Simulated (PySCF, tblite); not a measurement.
**C₇H₆F radical: geometry, infrared bands and EPR parameters**

Wanted: the infrared bands and EPR parameters of C₇H₆F radical (`C#C[C@@H]1C=CC[C]1F`), by calculation.

Computed with tblite 0.8.0 and PySCF 2.14.0, with density-fitted response routines of our own, on a single molecule in the gas phase. Atoms are numbered from 0 throughout.

## 1. Starting geometry

14 atoms, charge 0, multiplicity 2; geometry from: force field or distance geometry start.

Bonds of the start (Å): C0–C1 1.22, C1–C2 1.43, C2–C3 1.49, C3–C4 1.35, C4–C5 1.51, C5–C6 1.53, C6–F7 1.37, C6–C2 1.52, C0–H8 1.08, C2–H9 1.11, C3–H10 1.09, C4–H11 1.09, C5–H12 1.09, C5–H13 1.10.

## 2. Relaxing the molecule with GFN2-xTB

The job: settings as JSON, then the geometry in Å.

```
{"job": {"kind": "relax", "xc": "GFN2-xTB", "basis": "xTB"}, "charge": 0, "multiplicity": 2}
C      2.956600     0.111600     1.190600
C      1.881100     0.069600     0.620200
C      0.617100    -0.020500    -0.049900
C     -0.216000     1.198900     0.161300
C     -1.520100     0.860800     0.292400
C     -1.646600    -0.636000     0.137200
C     -0.259200    -1.082200     0.591900
F      0.069800    -2.342400     0.160100
H      3.897400     0.148300     1.711100
H      0.707100    -0.151900    -1.146000
H      0.105100     2.232400     0.241800
H     -2.359300     1.531100     0.454300
H     -1.807600    -0.898500    -0.912200
H     -2.426100    -1.021600     0.804900
```

Command:

```
OMP_NUM_THREADS=1 python probes_run.py task.json out
```

This one command runs all jobs of the session in turn.

**Question.** This job is followed by: GFN2-xTB harmonic vibrations, gas phase; UKS B3LYP, pcH-1 on C F H, non-relativistic, mean-field spin-orbit, GIAO. Predict these results of the whole session: strongest single infrared mode (GFN2-xTB); zero-point energy (GFN2-xTB); g(iso) (B3LYP); ⟨S²⟩; largest a(iso); potential on the surface of density 0.002 e/bohr³, 1st and 99th percentile.

As calculated:

| quantity | value |
| --- | --- |
| strongest single infrared mode (GFN2-xTB) | 1313 cm⁻¹, 134 km/mol |
| zero-point energy (GFN2-xTB) | 63.5 kcal/mol |
| g(iso) (B3LYP) | 2.00353 |
| ⟨S²⟩ | 0.754 (exact 0.75) |
| largest a(iso) | 13C on C6, 198.9 MHz |
| potential on the surface of density 0.002 e/bohr³, 1st and 99th percentile | -0.91 V and 1.31 V |

The optimisation took 64 steps and gained 0.608 eV; among the close pairs (by a distance rule), C5–C6 changed most, from 1.527 to 1.487 Å. No mode is imaginary among the 36: a minimum at this level. The strongest single mode, at 1313 cm⁻¹, is spread over many atoms; the largest shares are those of C6, C5. Unscaled tight-binding wavenumbers are off by several per cent, some by more. Its intensities can rank the bands wrongly. Most of the unpaired spin sits on C6 (0.90 e). The isotropic g lies 1.2 ppt above the free-electron value. The conformer search found further structures of the same energy, which may be mirror or relabelled copies of this one.
